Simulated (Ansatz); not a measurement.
**C₂H₄AlCl: basis-set convergence**

Aim: see how fast density functionals converge with the basis set for C₂H₄AlCl.

Method: one geometry, several basis sets; program: Ansatz 0.2.0, Gaussian basis.

Levels to be run: PBE0-D4/def2-SVP; ωB97M-V/def2-SVP; PBE0-D4/def2-QZVPP; ωB97M-V/def2-QZVPP; the functionals' def2-TZVPP values are taken from earlier runs.

## (1) Structure used throughout

The geometry comes from an earlier relaxation with PBE0-D4 in a triple-zeta def2 set; it is a stationary point, not always the lowest conformer.

8 atoms, charge 0, spin multiplicity 1.

Atoms are counted from 1 here; the program's logs count them from 0.

Bond lengths: Cl1–Al4 2.101 Å, C2–C3 1.336 Å, C2–Al4 1.926 Å, C2–H5 1.089 Å, C3–H6 1.088 Å, C3–H7 1.089 Å, Al4–H8 1.577 Å. Angles: C3–C2–Al4 118.5°, C3–C2–H5 117.6°, Al4–C2–H5 123.9°, C2–C3–H6 122.9°, C2–C3–H7 121.9°, H6–C3–H7 115.2°, Cl1–Al4–C2 120.3°, Cl1–Al4–H8 118.5°, C2–Al4–H8 121.2°.

## (2) PBE0-D4 in def2-SVP

Contents of in.yaml:

```yaml
crystal:
  periodic: [false, false, false]
  atoms:
    - {symbol: Cl, position_ang: [-3.078107, -0.891779, -0.624960]}
    - {symbol: C, position_ang: [0.037589, 0.644616, -0.255431]}
    - {symbol: C, position_ang: [1.305915, 0.597043, 0.161003]}
    - {symbol: Al, position_ang: [-1.074318, -0.905970, 0.005807]}
    - {symbol: H, position_ang: [-0.304925, 1.565430, -0.724572]}
    - {symbol: H, position_ang: [1.996317, 1.431219, 0.049973]}
    - {symbol: H, position_ang: [1.721592, -0.288258, 0.639378]}
    - {symbol: H, position_ang: [-0.511863, -2.209503, 0.693104]}
basis:
  gaussian: {orbitals: def2-SVP}
hamiltonian: {xc: pbe0, dispersion: d4}
output: {orbitals: {seedname: orbitals}}
```

Command:

```
$ ansatz run in.yaml --threads 2 --pin off --events-out ev --progress --plain --max-ram 4352MiB
```

Further steps of the session: ωB97M-V in def2-SVP; PBE0-D4 in def2-QZVPP; ωB97M-V in def2-QZVPP.

Q: Predict the results of all the runs planned. Wanted: PBE0-D4: double and triple zeta above quadruple; ωB97M-V: double and triple zeta above quadruple.

**Answer**, as computed:

| quantity | value |
| --- | --- |
| PBE0-D4: double and triple zeta above quadruple | 9.67, 0.69 eV |
| ωB97M-V: double and triple zeta above quadruple | 9.73, 0.66 eV |

**Reading.** For PBE0-D4 the step from double to triple zeta gains 8.98 eV and the next only 0.69 eV. These are total energies; as a rule much of such shifts cancels in differences, which this series doesn't test.
